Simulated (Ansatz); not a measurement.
**C₂H₆Cl₂Ge: one species, many methods**

One table from this session's results is given with a row withheld; the runs are named, their logs left out.

The runs use Ansatz 0.2.0, Gaussian basis; functionals in def2-TZVPP, the program's frozen cores in correlated methods.

The runs, in order: LDA (SPW92), PBE-D4, revPBE-D4, BLYP-D4, r2SCAN-D4, B97M-V, PBE0-D4, B3LYP-D4, r2SCANh-D4, r2SCAN0-D4, HSE06-D4, BHLYP-D4, CAM-B3LYP-D4, LC-ωPBE, ωB97X-V, ωB97M-V, B2PLYP, PBE-QIDH; CCSD(T)/def2-SVP; CCSD(T)/def2-TZVPP; MP2/def2-QZVPP; extrapolation to the limit; RPA on PBE.

### The geometry

An earlier PBE0-D4 in a triple-zeta def2 set relaxation fixed the geometry.

SMILES `[CH3][Ge]([CH3])([Cl])[Cl]`, 11 atoms, charge 0, spin multiplicity 1.

Atoms are counted from 1 here; the program's logs count them from 0.

Bond lengths: C1–Ge2 1.934 Å, C1–H6 1.091 Å, C1–H7 1.091 Å, C1–H8 1.089 Å, Ge2–C3 1.934 Å, Ge2–Cl4 2.158 Å, Ge2–Cl5 2.158 Å, C3–H9 1.089 Å, C3–H10 1.091 Å, C3–H11 1.091 Å. Angles: Ge2–C1–H6 109.7°, Ge2–C1–H7 109.7°, Ge2–C1–H8 109.3°, H6–C1–H7 109.6°, H6–C1–H8 109.3°, H7–C1–H8 109.3°, C1–Ge2–C3 117.8°, C1–Ge2–Cl4 108.0°, C1–Ge2–Cl5 108.0°, C3–Ge2–Cl4 108.0°, C3–Ge2–Cl5 108.0°, Cl4–Ge2–Cl5 106.6°, Ge2–C3–H9 109.3°, Ge2–C3–H10 109.7°, Ge2–C3–H11 109.7°, H9–C3–H10 109.3°, H9–C3–H11 109.3°, H10–C3–H11 109.6°.

Coordinates:

```
C    -1.6211    0.2813    0.4210
Ge    0.0088    0.0381   -0.5906
C     1.6290   -0.3507    0.3907
Cl   -0.3155   -1.5622   -2.0016
Cl    0.3457    1.8263   -1.7506
H    -1.8451   -0.6279    0.9804
H    -1.5026    1.1161    1.1129
H    -2.4413    0.4944   -0.2636
H     2.4558   -0.4639   -0.3097
H     1.5041   -1.2765    0.9538
H     1.8476    0.4680    1.0775
```

The first run:

in.yaml

```yaml
crystal:
  periodic: [false, false, false]
  atoms:
    - {symbol: C, position_ang: [-1.621068, 0.281270, 0.421034]}
    - {symbol: Ge, position_ang: [0.008846, 0.038068, -0.590584]}
    - {symbol: C, position_ang: [1.629034, -0.350701, 0.390737]}
    - {symbol: Cl, position_ang: [-0.315488, -1.562198, -2.001564]}
    - {symbol: Cl, position_ang: [0.345725, 1.826299, -1.750623]}
    - {symbol: H, position_ang: [-1.845124, -0.627934, 0.980435]}
    - {symbol: H, position_ang: [-1.502649, 1.116150, 1.112940]}
    - {symbol: H, position_ang: [-2.441336, 0.494364, -0.263586]}
    - {symbol: H, position_ang: [2.455837, -0.463858, -0.309651]}
    - {symbol: H, position_ang: [1.504101, -1.276494, 0.953839]}
    - {symbol: H, position_ang: [1.847621, 0.468033, 1.077522]}
basis:
  gaussian: {orbitals: def2-TZVPP}
hamiltonian: {xc: lda}
output: {orbitals: {seedname: orbitals}}
```

The run is started by

```sh
> ansatz run in.yaml --threads 4 --pin off --events-out ev --progress --plain --max-ram 11315MiB
```

Steps of the session up to this table: LDA; PBE-D4 (GGA); revPBE-D4 (GGA); BLYP-D4 (GGA); r2SCAN-D4 (meta-GGA); B97M-V (meta-GGA); PBE0-D4 (hybrid); B3LYP-D4 (hybrid); r2SCANh-D4 (hybrid); r2SCAN0-D4 (hybrid); HSE06-D4 (hybrid); BHLYP-D4 (hybrid); CAM-B3LYP-D4 (range-separated); LC-ωPBE (range-separated); ωB97X-V (range-separated); ωB97M-V (range-separated); B2PLYP (double hybrid); PBE-QIDH (double hybrid).

One table of the session follows, with a row left open; its other results are not shown here.

It belongs to the step «Orbital energies across the functionals». 

```
  functional  HOMO (eV)  gap (eV)
 LDA (SPW92)      -7.29      6.02
      PBE-D4      -7.16      6.17
   revPBE-D4      -7.10      6.22
     BLYP-D4          ?         ?
   r2SCAN-D4      -7.48      6.81
      B97M-V      -7.59      7.00
     PBE0-D4      -8.48      8.51
    B3LYP-D4      -8.23      7.95
  r2SCANh-D4      -7.97      7.65
  r2SCAN0-D4      -8.69      8.92
    HSE06-D4      -8.08      7.74
    BHLYP-D4      -9.67     10.74
CAM-B3LYP-D4      -9.83     10.90
     LC-ωPBE     -11.21     13.56
     ωB97X-V     -10.85     13.08
     ωB97M-V     -10.68     12.68
```

Q: Estimate the row for BLYP-D4 from the others.

Worked estimate for «HOMO (eV)». Against the share of exact exchange, B3LYP-D4 (0.2, -8.23), BHLYP-D4 (0.5, -9.67) give a slope of -4.80 per unit share; at 0 the line stands at -7.27.

**Answer.** HOMO (eV): -7.00; gap (eV): 6.08. In «HOMO (eV)» the line misses by -0.27.
